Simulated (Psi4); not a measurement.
# InHF2 (SMILES [F][InH][F]) at 6 levels

We compute a comparison of 6 runs (B3LYP/def2-TZVP, BHLYP/def2-TZVP, DSD-PBEP86/def2-TZVP, r2SCAN/def2-TZVP, wB97X-V/def2-TZVP, MP3/def2-TZVP) of InHF2. 

Program for the calculation: Psi4 1.11.

2 further runs of the same task are left out: 2 set aside as unsound or not needed. Runs told in other sessions of the task aren't counted.

### Step 1. Starting point

InHF2 has 4 atoms, charge 0, and is taken as a singlet. SMILES: `[F][InH][F]`. The In2–H4 distance was set to 2.522 Å, away from the relaxed value. At this shape a bond of the SMILES string is far longer than usual.

Bond lengths: F1–In2 1.935 Å, In2–F3 1.935 Å. Angles: F1–In2–F3 106.8°.

### Step 2. A single-point energy at B3LYP/def2-TZVP (core potential) (run 1)

The input, f2hin.xyz:

```xyz
4
F2HIn
F     -1.855103    -1.361613     0.689908
In    -0.117003    -0.579013     0.359808
F      1.179997    -1.697513     1.259408
H      0.365400     1.499400    -0.984800
```

The input, f2hin.py:

```python
import psi4

psi4.set_memory('2200 MB')
psi4.set_num_threads(1)
psi4.core.set_output_file('f2hin.out', False)

with open('f2hin.xyz') as f:
    atoms = ''.join(f.readlines()[2:])
geom = psi4.geometry('0 1\n' + atoms + 'symmetry c1\nno_reorient\nno_com')

options = {'reference': 'rks', 'puream': True, 'e_convergence': 1e-09, 'd_convergence': 1e-08, 'scf_type': 'pk', 'dft_radial_points': 99, 'dft_spherical_points': 590}
psi4.set_options(options)

e_tot, wfn = psi4.energy("b3lyp/def2-TZVP", return_wfn=True)
psi4.oeprop(wfn, "QUADRUPOLE", "MULLIKEN_CHARGES", "LOWDIN_CHARGES")
print(f'total energy {e_tot:.8f} hartree = {e_tot * 27.211386:.5f} eV')
for k, v in sorted(psi4.core.scalar_variables().items()):
    print(f'{k:45s} {v:18.10f}')
```

Started as:

```
$ python f2hin.py
```

f2hin.out:

```text
[...]
  Running in c1 symmetry.
[...]
  Nuclear repulsion =  123.990779919776813
[...]
  Multiplicity = 1
[...]
  Nalpha       = 20
  Nbeta        = 20
[...]
    Number of basis functions: 118
[...]
   @RKS iter   1:  -390.14389259754955   -9.58825e-01   8.22061e-03 DIIS/ADIIS
[...]
   @RKS iter  13:  -390.56500848921979   -5.68434e-12   1.81076e-09 DIIS
[...]
  @RKS Final Energy:  -390.56500848921979
   => Energetics <=
    Nuclear Repulsion Energy =            123.9907799197768128
    One-Electron Energy =                -862.1870065002196952
    Two-Electron Energy =                 378.4575998160887025
    DFT Exchange-Correlation Energy =     -30.8263817248656764
    Empirical Dispersion Energy =           0.0000000000000000
    VV10 Nonlocal Energy =                  0.0000000000000000
    Total Energy =                       -390.5650084892197924
[...]
 Multipole Moments:
 ------------------------------------------------------------------------------------
     Multipole            Electronic (a.u.)      Nuclear  (a.u.)        Total (a.u.)
 ------------------------------------------------------------------------------------
 L = 1.  Multiply by 2.5417464519 to convert [e a0] to [Debye]
 Dipole X            :         15.6397900          -15.4345592            0.2052307
 Dipole Y            :         73.0572902          -72.1724334            0.8848568
 Dipole Z            :        -46.1430634           45.5707682           -0.5722953
 Magnitude           :                                                    1.0735982
 L = 2.  Multiply by 1.3450342976 to convert [e a0^2] to [Debye ang]
 Quadrupole XX       :       -187.3560240          156.8597420          -30.4962820
 Quadrupole XY       :        -24.4098957           23.8418615           -0.5680341
[...]
```

Standard output:

```text
total energy -390.56500849 hartree = -10627.81520 eV
CURRENT ENERGY                                   -390.5650084892
CURRENT REFERENCE ENERGY                         -390.5650084892
DD SOLVATION ENERGY                                 0.0000000000
DFT FUNCTIONAL TOTAL ENERGY                      -390.5650084892
DFT TOTAL ENERGY                                 -390.5650084892
DFT VV10 ENERGY                                     0.0000000000
DFT XC ENERGY                                     -30.8263817249
GRID ELECTRONS ALPHA                               20.0000095766
GRID ELECTRONS BETA                                20.0000095766
GRID ELECTRONS TOTAL                               40.0000191532
NUCLEAR REPULSION ENERGY                          123.9907799198
ONE-ELECTRON ENERGY                              -862.1870065002
PCM POLARIZATION ENERGY                             0.0000000000
PE ENERGY                                           0.0000000000
SCF ITERATION ENERGY                             -390.5650084892
SCF ITERATIONS                                     13.0000000000
SCF TOTAL ENERGY                                 -390.5650084892
TWO-ELECTRON ENERGY                               378.4575998161
XC GRID RADIAL POINTS                              99.0000000000
XC GRID SPHERICAL POINTS                          590.0000000000
XC GRID TOTAL POINTS                           226201.0000000000
```

Wall time 17 s (1 thread of AMD EPYC 7R43 (Zen 3), shared host); peak memory 0.68 GiB.

### Step 3. Energy and forces at BHLYP/def2-TZVP (core potential) (run 2)

The input, f2hin.py:

```python
import psi4

psi4.set_memory(2200000000)
psi4.set_num_threads(1)
psi4.set_output_file('psi4.out', False)

geom = psi4.geometry("""
0 1
F     -3.50563660    -2.57307566     1.30373717
In    -0.22110363    -1.09417599     0.67993858
F      2.22987116    -3.20783466     2.37993620
H      0.69050593     2.83345535    -1.86100229
units bohr
symmetry c1
no_reorient
no_com
""")

options = {'basis': 'def2-TZVP', 'reference': 'rks', 'puream': True, 'e_convergence': 1e-09, 'd_convergence': 1e-08, 'scf_type': 'pk', 'dft_radial_points': 99, 'dft_spherical_points': 590}
psi4.set_options(options)

E = psi4.gradient('bhhlyp')
print('gradient / Eh bohr^-1')
print(E.np.round(6))
```

Started as:

```
$ python f2hin.py
```

psi4.out:

```text
[...]
  Running in c1 symmetry.
[...]
  Nuclear repulsion =  123.990780002799269
[...]
  Multiplicity = 1
[...]
  Nalpha       = 20
  Nbeta        = 20
[...]
    Number of basis functions: 118
[...]
   @RKS iter   1:  -390.06622460770473   -1.31519e+00   6.96851e-03 ADIIS/DIIS
[...]
   @RKS iter  12:  -390.33313758417876   -8.64020e-12   6.35793e-09 DIIS
[...]
    Orbital Energies [Eh]
    ---------------------
    Doubly Occupied:
       1A    -25.258454     2A    -25.258445     3A     -5.010780
       4A     -3.365705     5A     -3.354690     6A     -3.354189
       7A     -1.281924     8A     -1.280714     9A     -0.935334
      10A     -0.935293    11A     -0.933716    12A     -0.925557
      13A     -0.921857    14A     -0.544490    15A     -0.486351
      16A     -0.481488    17A     -0.479290    18A     -0.470334
      19A     -0.463751    20A     -0.359924
[...]
  @RKS Final Energy:  -390.33313758417876
   => Energetics <=
    Nuclear Repulsion Energy =            123.9907800027992693
    One-Electron Energy =                -862.3422361925718178
    Two-Electron Energy =                 367.7757660488956617
    DFT Exchange-Correlation Energy =     -19.7574474433018814
    Empirical Dispersion Energy =           0.0000000000000000
    VV10 Nonlocal Energy =                  0.0000000000000000
    Total Energy =                       -390.3331375841787576
[...]
  -Total Gradient:
     Atom            X                  Y                   Z
    ------   -----------------  -----------------  -----------------
       1       -0.003927601123    -0.004711722732     0.002726154632
       2       -0.008367976097    -0.036006499346     0.023296304184
       3        0.001607331875    -0.005329522636     0.003768244584
       4        0.010680999828     0.046016500445    -0.029770589186
[...]
```

On the terminal:

```text
gradient / Eh bohr^-1
[[-0.003928 -0.004712  0.002726]
 [-0.008368 -0.036006  0.023296]
 [ 0.001607 -0.00533   0.003768]
 [ 0.010681  0.046017 -0.029771]]
```

Wall time 29 s (1 thread of AMD EPYC 7R43 (Zen 3), shared host); peak memory 0.67 GiB.

Runs 3 to 4 aren't shown in full; the table further down has their settings and results.

### Step 4. A single-point energy at wB97X-V/def2-TZVP (core potential) (run 5)

The input, run.py:

```python
import numpy as np
from ase.calculators.psi4 import Psi4
from ase import Atoms

mol = Atoms(['F', 'In', 'F', 'H'], positions=[
    [-1.855103, -1.361613, 0.689908],
    [-0.117003, -0.579013, 0.359808],
    [1.179997, -1.697513, 1.259408],
    [0.365400, 1.499400, -0.984800],
])
calc = Psi4(atoms=mol, method='wb97x-v', basis='def2-TZVP', memory='2200MB', num_threads=1, charge=0, multiplicity=1, label='calc', reference='rks')
calc.psi4.set_options({'puream': True, 'e_convergence': 1e-09, 'd_convergence': 1e-08, 'scf_type': 'pk', 'dft_radial_points': 99, 'dft_spherical_points': 590})
mol.calc = calc

print(f'energy: {mol.get_potential_energy():.6f} eV')
```

Started as:

```
$ python run.py
```

calc.dat:

```text
[...]
    !!!  WARNING: ECP capability is in beta. Please check occupations closely.  !!!
[...]
  Running in c1 symmetry.
[...]
  Nuclear repulsion =  123.990779919776813
[...]
  Multiplicity = 1
[...]
  Nalpha       = 20
  Nbeta        = 20
[...]
    Number of basis functions: 118
[...]
   @RKS iter   1:  -390.17826531107721   -1.49707e+00   6.71801e-03 DIIS/ADIIS
[...]
   @RKS iter  12:  -390.39855402626767   -8.29914e-12   3.79914e-09 DIIS
[...]
  @RKS Final Energy:  -390.39855402626767
   => Energetics <=
    Nuclear Repulsion Energy =            123.9907799197768128
    One-Electron Energy =                -861.9815712322747459
    Two-Electron Energy =                 374.1271052695822164
    DFT Exchange-Correlation Energy =     -26.6959679064652349
    Empirical Dispersion Energy =           0.0000000000000000
    VV10 Nonlocal Energy =                  0.1610999231132399
    Total Energy =                       -390.3985540262676750
[...]
 Multipole Moments:
 ------------------------------------------------------------------------------------
     Multipole            Electronic (a.u.)      Nuclear  (a.u.)        Total (a.u.)
 ------------------------------------------------------------------------------------
 L = 1.  Multiply by 2.5417464519 to convert [e a0] to [Debye]
 Dipole X            :          2.9071984           -2.7134274            0.1937710
 Dipole Y            :         12.5311045          -11.6955947            0.8355098
 Dipole Z            :         -8.1051918            7.5648316           -0.5403602
 Magnitude           :                                                    1.0137125
[...]
```

On the terminal:

```text
energy: -10623.285757 eV
```

Run time: 59 s. Hardware: 1 thread of AMD EPYC 7R43 (Zen 3), shared host; peak memory 0.88 GiB.

### Step 5. The energy at MP3/def2-TZVP (core potential) (run 6)

The input, job.py:

```python
import psi4

psi4.set_memory(2200000000)
psi4.set_num_threads(1)
psi4.set_output_file('psi4.out', False)

m = psi4.geometry("""
0 1
F     -1.855103    -1.361613     0.689908
In    -0.117003    -0.579013     0.359808
F      1.179997    -1.697513     1.259408
H      0.365400     1.499400    -0.984800
units angstrom
symmetry c1
""")

options = {'basis': 'def2-TZVP', 'reference': 'rhf', 'puream': True, 'e_convergence': 1e-09, 'd_convergence': 1e-08, 'scf_type': 'pk', 'num_frozen_docc': 6, 'mp_type': 'conv'}
psi4.set_options(options)

energy_value, wavefunction = psi4.energy('mp3', molecule=m, return_wfn=True)
print(f'total energy {energy_value:.8f} hartree = {energy_value * 27.211386:.5f} eV')
for k, v in sorted(psi4.core.scalar_variables().items()):
    print(f'{k:45s} {v:18.10f}')
```

Started as:

```
$ python job.py
```

psi4.out:

```text
[...]
    !!!  WARNING: ECP capability is in beta. Please check occupations closely.  !!!
[...]
  Running in c1 symmetry.
[...]
  Nuclear repulsion =  123.990779919776813
[...]
  Multiplicity = 1
[...]
  Nalpha       = 20
  Nbeta        = 20
[...]
    Number of basis functions: 118
[...]
   @RHF iter   1:  -388.58633323806328   -1.82426e+00   5.49483e-03 ADIIS/DIIS
[...]
   @RHF iter  12:  -388.73156608445413   -5.68434e-13   2.86077e-09 DIIS
[...]
  @RHF Final Energy:  -388.73156608445413
   => Energetics <=
    Nuclear Repulsion Energy =            123.9907799197768128
    One-Electron Energy =                -862.1414016381854708
    Two-Electron Energy =                 349.4190556339544855
    Total Energy =                       -388.7315660844541299
[...]
 Multipole Moments:
 ------------------------------------------------------------------------------------
     Multipole            Electronic (a.u.)      Nuclear  (a.u.)        Total (a.u.)
 ------------------------------------------------------------------------------------
 L = 1.  Multiply by 2.5417464519 to convert [e a0] to [Debye]
 Dipole X            :          2.9195149           -2.7134274            0.2060876
 Dipole Y            :         12.5842618          -11.6955947            0.8886670
 Dipole Z            :         -8.1395485            7.5648316           -0.5747169
 Magnitude           :                                                    1.0781932
[...]
	SCS-MP2 Total Energy (a.u.)        :  -389.47806877605160
	SOS-MP2 Total Energy (a.u.)        :  -389.45897526633820
[...]
	SOS-PI-MP2 Total Energy (a.u.)     :  -389.51492981879079
[...]
	MP2 Total Energy (a.u.)            :  -389.51625579547840
[...]
	SCS-MP3 Total Energy (a.u.)        :  -389.47448701617247
[...]
	MP3 Total Energy (a.u.)            :  -389.50192875596196
[...]
```

Wall time 27 s (1 thread of AMD EPYC 7R43 (Zen 3), shared host); peak memory 1.6 GiB.

### Step 6. All runs side by side

```tsv
run	level	task	frozen core orbitals	energy (Eh)	dipole moment (D)	HOMO energy (eV)	LUMO energy (eV)	wall time
1	B3LYP/def2-TZVP (core potential)	energy	0	-390.565008	2.73	-8.68	-4.40	17 s
2	BHLYP/def2-TZVP (core potential)	gradient	0	-390.333138	2.91	-9.79	-3.29	29 s
3	DSD-PBEP86/def2-TZVP (core potential, density fitting for correlation)	energy	6	-389.872671	–	-10.37	-2.17	14 s
4	r2SCAN/def2-TZVP (core potential)	gradient	0	-390.485265	2.60	-8.01	-4.72	54 s
5	wB97X-V/def2-TZVP (core potential)	energy	0	-390.398554	2.58	-10.96	-1.99	59 s
6	MP3/def2-TZVP (core potential)	energy	6	-389.501929	–	-11.10	-0.83	27 s
```

### Step 7. Outcome

| quantity | value |
| --- | --- |
| run 6: total energy | -389.50193 Eh |
| run 6: HOMO energy (Hartree–Fock orbitals) | -11.10 eV |
| run 6: LUMO energy (Hartree–Fock orbitals) | -0.83 eV |
| run 6: HOMO–LUMO gap (Hartree–Fock orbitals) | 10.28 eV |
| run 6: correlation energy (6 core orbitals frozen) | -770.4 mEh |

**Reading.** Over runs 1, 2, 4, 5 the dipole moment (its size) runs from 2.58 D (wB97X-V/def2-TZVP) to 2.91 D (BHLYP/def2-TZVP). Over runs 1, 2, 3, 4, 5 the HOMO–LUMO gap runs from 3.29 eV (r2SCAN/def2-TZVP) to 8.96 eV (wB97X-V/def2-TZVP). Totals of different functionals can't be ranked against each other. In all runs a closed-shell determinant meets a far-stretched bond; if it breaks into open shells, such a determinant describes it badly, and no broken-symmetry solution was shown. All runs together took 3.4 min, the longest 59 s.
